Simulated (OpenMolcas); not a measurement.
**Ho³⁺ among point charges: CASSCF levels and susceptibility**

How does a field of 3 point charges split the states of Ho³⁺, and what χT follows?

The numbers are computed with OpenMolcas 26.06 (state-averaged CASSCF, spin-orbit coupling by RASSI with atomic mean-field integrals), except any that are marked as measured or tabulated.

### 1 The atom as given

| Quantity | Value |
| --- | --- |
| Species | Ho³⁺ (holmium, Z = 67, 64 electrons) |
| Basis | ANO-RCC-VDZP [7s6p4d2f1g], 68 functions |
| Scalar Hamiltonian | DKH2, point nucleus |
| Inactive shells | 1s 2s 2p 3s 3p 3d 4s 4p 4d 5s 5p |
| Active space | 10 electrons in 7 orbitals (4f) |
| Some configurations of this space | 4f10 |
| Orbitals | optimised for the highest spin of each parity, averaged over all roots |

Outer shells as boxes (Hund's rule):

4f10
```
4f [↑↓][↑↓][↑↓][↑ ][↑ ][↑ ][↑ ]
```

The ion sits among 3 point charges of -2 e arranged as a planar triangle (D3h), 2.7 Å from the ion.

Each step is its own input file, run in one work folder so that later steps find the files of earlier ones. Labels, J, g values, rates, χT and fits are worked out afterwards by a script from the matrices that RASSI stores.

### 2 GATEWAY and SEWARD: basis and integrals

a.inp

```
&GATEWAY
Coord
1

Ho 0.0 0.0 0.0
Basis=ANO-RCC-VDZP
Group=NoSym
NoMove
AngMom=0.0 0.0 0.0
AMFI
XField
3 Angstrom 0
2.700000 0.000000 0.000000 -2.000000
-1.350000 2.338269 0.000000 -2.000000
-1.350000 -2.338269 0.000000 -2.000000
&SEWARD
```

On the command line:

```bash
> OMP_NUM_THREADS=1 MOLCAS_MEM=2252 MOLCAS_PROJECT=a pymolcas a.inp > a.log
```

### 3 CASSCF: quintets, 35 roots

a.inp

```
&RASSCF
FileOrb=start.orb
Symmetry=1
Spin=5
nActEl=10 0 0
Inactive=27
Ras2=7
CIRoot=35 35 1
SDav=35
CIMx=300
Iter=120 100
PrWF=0.3
OrbListing=Nothing
MaxOrb=0
>>> COPY $Project.JobIph JOB001
```

start.orb holds the contracted functions of the basis, ordered by shell, or the orbitals of the step before.

### 4 CASSCF: triplets, 162 roots

a.inp

```
&RASSCF
FileOrb=start.orb
Symmetry=1
Spin=3
nActEl=10 0 0
Inactive=27
Ras2=7
CIRoot=162 162 1
SDav=210
CIMx=300
Iter=120 100
PrWF=0.3
OrbListing=Nothing
MaxOrb=0
CIOnly
>>> COPY $Project.JobIph JOB002
```

### 5 Reference wave functions, singlets, 162 roots

a.inp

```
&RASSCF
FileOrb=start.orb
Symmetry=1
Spin=1
nActEl=10 0 0
Inactive=27
Ras2=7
CIRoot=162 162 1
SDav=196
CIMx=300
Iter=120 100
PrWF=0.3
OrbListing=Nothing
MaxOrb=0
CIOnly
>>> COPY $Project.JobIph JOB003
```

### 6 RASSI: spin-orbit coupling between the states

a.inp

```
&RASSI
NrOfJobIphs=3 30 101 31
1 2 3 4 5 6 7 8 9 10 11 12 13 14 15 16 17 18 19 20 21 22 23 24 25 26 27
28 29 30
1 2 3 4 5 6 7 8 9 10 11 12 13 14 15 16 17 18 19 20 21 22 23 24 25 26 27
28 29 30 31 32 33 34 35 36 37 38 39 40 41 42 43 44 45 46 47 48 49 50 51
52 53 54 55 56 57 58 59 60 61 62 63 64 65 66 67 68 69 70 71 72 73 74 75
76 77 78 79 80 81 82 83 84 85 86 87 88 89 90 91 92 93 94 95 96 97 98 99
100 101
1 2 3 4 5 6 7 8 9 10 11 12 13 14 15 16 17 18 19 20 21 22 23 24 25 26 27
28 29 30 31
IphNames
JOB001
JOB002
JOB003
EJob
SpinOrbit
DIPRint=1.0
SOCoupling=1000.0
Subsets=2
Property=9
'ANGMOM' 1 'ANGMOM' 2 'ANGMOM' 3 'MLTPL  1' 1 'MLTPL  1' 2 'MLTPL  1' 3
'AMFI' 1 'AMFI' 2 'AMFI' 3
SOProperty=3
'ANGMOM' 1 'ANGMOM' 2 'ANGMOM' 3
```

**Question.** What will these runs give? Wanted: spin-free ground state; first state of the same spin within the active space; lowest level; next level.

As calculated:

| quantity | value |
| --- | --- |
| method | CASSCF |
| spin-free ground state | 5A1, 1-fold in its orbital part |
| first state of the same spin within the active space | 5E at 28.1 cm⁻¹ |
| lowest level | 1-fold A1 |
| next level | 12.9 cm⁻¹ |
| χT at 300 K | 13.86 cm³ K/mol |
| effective moment at 300 K | 10.53 μB |

The spin-free ground state (5A1) comes to 100 % from free-ion I terms and keeps the highest spin of the shell. The triplets, singlets rest on orbitals optimised for another spin in at least one step, which raises them against the optimised states. Not all states of the active space went into the spin-orbit step. High states of lower spin are left out of the spin-orbit mixing, and CASSCF puts spin-flip levels too high. This is an electrostatic model: the charges have no orbitals.
